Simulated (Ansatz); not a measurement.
# Sr (Strontium): structure and electronic properties

This session takes Sr (Strontium) and sets out to relax cell and atoms, see whether it has a gap, which orbitals make up the states near it and how charge is shared and fit an equation of state.

Method: DFT r2SCAN, scalar-relativistic, plane waves, PAW, in Ansatz 0.2.0.

## Step 1: The structure to begin with

It takes space group Fm-3m (No. 225, cubic). The conventional cell has a = 6.085 Å, b = 6.085 Å, c = 6.085 Å, α = 90.00°, β = 90.00°, γ = 90.00°. Around Sr (site symmetry m-3m) lie 12 Sr at 4.30 Å.

Coordinates:

```cif
data_structure
_symmetry_space_group_name_H-M 'Fm-3m'
_symmetry_Int_Tables_number 225
_cell_length_a 6.0847
_cell_length_b 6.0847
_cell_length_c 6.0847
_cell_angle_alpha 90.000
_cell_angle_beta 90.000
_cell_angle_gamma 90.000
_cell_volume 225.28
loop_
_atom_site_label
_atom_site_type_symbol
_atom_site_symmetry_multiplicity
_atom_site_Wyckoff_symbol
_atom_site_fract_x
_atom_site_fract_y
_atom_site_fract_z
_atom_site_occupancy
Sr1 Sr 4 a 0.00000 0.00000 0.00000 1
```

The structure comes from the Crystallography Open Database.

(A quick probe on a coarse mesh, which set the mesh and smearing, is not shown.)

## Step 3: The relaxation

Contents of input.yaml:

```yaml
crystal:
  lattice:
    - [0.0, 3.04235, 3.04235]
    - [3.04235, 0.0, 3.04235]
    - [3.04235, 3.04235, 0.0]
  atoms:
    - { symbol: Sr, position: [0.0, 0.0, 0.0] }
basis:
  ecutwfc: 500
kpoints:
  mp_grid: { grid: [12, 12, 12] }
hamiltonian:
  xc: r2scan
scf:
  occupations: { method: gaussian, width: 0.1 }
output:
  forces: true
  stress: true
  eigenvalues: true
  write_density: true
  write_potential: true
  elf: true
  volumetric_format: npy
relax:
  adjacent_minimum: "off"
  f_tol: 0.005
  max_steps: 80
  cell: { stress_tol: 0.05 }
```

Command:

```console
$ ansatz run input.yaml --threads 1 --pin off --max-ram 2560MiB --backend cpu --events-out ev --progress --plain --runs-dir out
```

Further runs follow: bands, states and charges; volume × 0.97; volume × 1.03; volume × 0.94; point at V/V0 = 1.06.

**Question.** What will these runs give? Wanted: relaxed cell; volume; gap; states at the Fermi level; Bader charges; equilibrium volume of the fit; bulk modulus.

As calculated:

| quantity | value |
| --- | --- |
| relaxed cell (conventional) | a = 6.100 Å, b = 6.100 Å, c = 6.100 Å, α = 90.00°, β = 90.00°, γ = 90.00° |
| space group (0.01 Å) | Fm-3m (No. 225) |
| volume | 56.74 Å³/atom |
| gap | none (metal) |
| states at the Fermi level | 1.92 per eV per cell |
| Bader charges | Sr +0.00 e |
| equilibrium volume of the fit | 56.70 Å³/atom |
| bulk modulus | 11 GPa |
| its pressure derivative | 2.2 |

In words: Relaxation raised the volume by 0.7 %. It comes out metallic. The fit puts the minimum at 56.70 Å³/atom with B = 11 GPa and B' = 2.2.
